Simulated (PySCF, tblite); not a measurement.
# C5H11NOSi2: geometry, infrared bands and NMR shifts

What infrared bands and NMR shifts should C5H11NOSi2 (`N#C[C@@H]1CO[SiH2]CC[SiH2]1`) show?

Programs: tblite 0.8.0 and PySCF 2.14.0, with density-fitted response routines of our own. Each step states its level of theory. These are calculated values for one molecule in the gas phase, unless marked as measured. Atoms count from 0, in the outputs and in this text.

### Step 1. Starting geometry

20 atoms, charge 0, multiplicity 1; geometry from: force field or distance geometry start.

Bonds of the start (Å): N0–C1 1.17, C1–C2 1.47, C2–C3 1.47, C3–O4 1.37, O4–Si5 1.69, Si5–C6 1.88, C6–C7 1.50, C7–Si8 1.86, Si8–C2 1.83, C2–H9 1.12, C3–H10 1.13, C3–H11 1.13, Si5–H12 1.47, Si5–H13 1.49, C6–H14 1.10, C6–H15 1.12, C7–H16 1.11, C7–H17 1.12, Si8–H18 1.48, Si8–H19 1.49.

### Step 2. Geometry optimisation with GFN2-xTB

The job: settings as JSON, then the geometry in Å.

```
{"job": {"kind": "relax", "xc": "GFN2-xTB", "basis": "xTB"}, "charge": 0, "multiplicity": 1}
N     -1.021700    -2.192500     2.519500
C     -0.973300    -1.875900     1.399000
C     -0.894700    -1.467900    -0.006500
C      0.442500    -1.705600    -0.569500
O      0.989700    -0.717500    -1.344000
Si     1.863900     0.458200    -0.501400
C      0.698500     1.916600    -0.307000
C     -0.474300     1.570200     0.563900
Si    -1.564800     0.234400    -0.132500
H     -1.618300    -2.138600    -0.531700
H      0.390200    -2.623700    -1.225300
H      1.125300    -2.020400     0.268000
H      2.385300     0.005000     0.795800
H      3.024000     0.929000    -1.303100
H      0.424500     2.305700    -1.301500
H      1.282300     2.716400     0.220700
H     -0.109800     1.307100     1.580400
H     -1.111600     2.490200     0.601800
H     -2.087700     0.568300    -1.472900
H     -2.775100     0.251700     0.743300
```

Run with:

```
$ OMP_NUM_THREADS=1 python probes_run.py task.json out
```

One launch serves the whole session: the jobs run in the order shown.

**Question.** This job is followed by: GFN2-xTB harmonic vibrations, gas phase; GIAO PBE0/pcSseg-1 NMR shielding, non-relativistic, gas phase. What will the session give for the following? strongest single infrared mode (GFN2-xTB); zero-point energy (GFN2-xTB); ¹³C shifts against TMS (PBE0/pcSseg-1); ¹H shifts against TMS (PBE0/pcSseg-1); ¹⁵N shifts against NH3 (PBE0/pcSseg-1); ¹⁷O shifts against H2O (PBE0/pcSseg-1); ²⁹Si shifts against TMS (PBE0/pcSseg-1).

**Answer**, as computed:

```
                                 quantity                                                                 value
strongest single infrared mode (GFN2-xTB)                                                 2266 cm⁻¹, 478 km/mol
             zero-point energy (GFN2-xTB)                                                         91.7 kcal/mol
   ¹³C shifts against TMS (PBE0/pcSseg-1)                                      127.4, 67.3, 20.7, 15.2, 6.2 ppm
    ¹H shifts against TMS (PBE0/pcSseg-1)  5.54, 4.98, 4.60, 4.39, 4.22, 4.16, 2.22, 1.66, 1.43, 1.03, 0.91 ppm
   ¹⁵N shifts against NH3 (PBE0/pcSseg-1)                                                             306.6 ppm
   ¹⁷O shifts against H2O (PBE0/pcSseg-1)                                                              39.5 ppm
  ²⁹Si shifts against TMS (PBE0/pcSseg-1)                                                      -16.5, -34.8 ppm
```

**Reading.** The optimisation took 137 steps and gained 0.775 eV; among the close pairs (by a distance rule), C2–Si8 changed most, from 1.834 to 1.934 Å. All 54 modes are real, so the xTB geometry is a minimum. The strongest single mode, at 2266 cm⁻¹, moves mainly H18 and H12. Unscaled tight-binding wavenumbers are off by several per cent, some by more. Its intensities can rank the bands wrongly. At PBE0/pcSseg-1: The largest span, 491 ppm, is at N0, where the paramagnetic term is -380 ppm.
